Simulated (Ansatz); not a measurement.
# SnH3 (doublet): from Hartree-Fock to the top rungs at distance Sn1–H4 = 3.205 Å, def2-SVP

Aim: climb from Hartree-Fock through coupled cluster and multireference methods for SnH3 (doublet) at one geometry and basis, and see what each rung misses.

Method: def2-SVP, core rule «outside noble gas», up to 9 orbitals frozen; program: Ansatz 0.2.0, Gaussian basis.

The runs, in order: UHF; CCSD(T) on ROHF; CCSD(T) on UHF; BCCD(T) on ROHF; CISD; CCSDT(Q) on ROHF; CCSDT(Q) on UHF; CCSDTQ on ROHF; CCSDTQ on UHF; CASSCF and MRCISD+Q, 3 electrons in 3 orbitals; CASSCF and NEVPT2, 3 electrons in 3 orbitals; CASSCF and MRCISD+Q, 7 electrons in 7 orbitals; CASSCF and NEVPT4(SD), 7 electrons in 7 orbitals; CASSCF and NEVPT2, 7 electrons in 7 orbitals; Full CI.

### Step 1. The geometry

The geometry derives from a PBE0/def2-TZVP stationary point (not a proven minimum). One bond is set to the value named and the two fragments are kept rigid. No spin-orbit coupling is included. Elements past krypton take def2 core potentials.

4 atoms, charge 0, spin multiplicity 2.

Atoms are counted from 1 here; the program's logs count them from 0.

Bond lengths: Sn1–H2 1.715 Å, Sn1–H3 1.715 Å. Angles: H2–Sn1–H3 109.7°.

Coordinates:

```xyz
4
H3Sn
Sn    0.0058    0.0101   -0.0181
H     1.6228    0.0237    0.5528
H    -0.8173    1.4051    0.5452
H    -1.4883   -2.6232    1.0332
```

### Step 2. UHF

in.yaml reads:

```yaml
crystal:
  periodic: [false, false, false]
  atoms:
    - {symbol: Sn, position_ang: [0.005798, 0.010142, -0.018096]}
    - {symbol: H, position_ang: [1.622784, 0.023659, 0.552783]}
    - {symbol: H, position_ang: [-0.817343, 1.405074, 0.545226]}
    - {symbol: H, position_ang: [-1.488268, -2.623220, 1.033188]}
basis:
  gaussian: {orbitals: def2-SVP}
magnetization: {spin_polarized: true, initial_magnetization: 1}
hamiltonian: {xc: hf}
output: {orbitals: {seedname: orbitals}}
```

Run with:

```bash
$ ansatz run in.yaml --threads 1 --pin off --events-out ev --progress --plain --max-ram 4096MiB --backend cpu
```

The runs that follow: CCSD(T) on ROHF; CCSD(T) on UHF; BCCD(T) on ROHF; CISD; CCSDT(Q) on ROHF; CCSDT(Q) on UHF; CCSDTQ on ROHF; CCSDTQ on UHF; CASSCF and MRCISD+Q, 3 electrons in 3 orbitals; CASSCF and NEVPT2, 3 electrons in 3 orbitals; CASSCF and MRCISD+Q, 7 electrons in 7 orbitals; CASSCF and NEVPT4(SD), 7 electrons in 7 orbitals; CASSCF and NEVPT2, 7 electrons in 7 orbitals; Full CI.

Before running them: what should the planned runs give, taken together? Wanted: FCI from the RHF energy; RMP2 from FCI; UMP2 from FCI; RCCSD from FCI; RCCSD(T) from FCI; UCCSD(T) from FCI; RCCSDT(Q) from FCI; UCCSDT(Q) from FCI; NEVPT2 pair from FCI.

The runs gave:

| quantity | value |
| --- | --- |
| FCI from the ROHF energy | -2.8469 eV |
| RMP2 from FCI | +800.6 meV |
| UMP2 from FCI | +806.7 meV |
| RCCSD from FCI | +87.0 meV |
| RCCSD(T) from FCI | +32.2 meV |
| UCCSD(T) from FCI | +31.8 meV |
| RCCSDT(Q) from FCI | +1.0 meV |
| UCCSDT(Q) from FCI | +0.5 meV |
| NEVPT2 pair from FCI | +700.3 meV |
| NEVPT2 valence from FCI | +488.2 meV |
| NEVPT4(SD) valence from FCI | +86.9 meV |
| levels within 1 kcal/mol (43 meV) | RCCSD(T), UCCSD(T), BCCD(T), RCCSDT, UCCSDT, RCCSDT(Q), UCCSDT(Q), RCCSDTQ, UCCSDTQ, MRCISD+Q valence |
| T1 diagnostic | 0.055 |
| effectively unpaired electrons | 1.17 |

RCCSD(T) lands +32.2 meV from the yardstick (1.1 % of the correlation energy). The occupations are near whole numbers, but T1 = 0.055 shows that the orbitals relax strongly. Of the multireference levels listed MRCISD+Q valence comes nearest in total energy (+18.0 meV), which doesn't show that its space is the better one. These misses are within one basis, not against nature; the frozen cores of restricted and unrestricted runs differ, which can shift their rows.

Levels on UHF freeze UHF's core orbitals, full CI those of ROHF, so the U rows can settle a little off it for that reason alone.
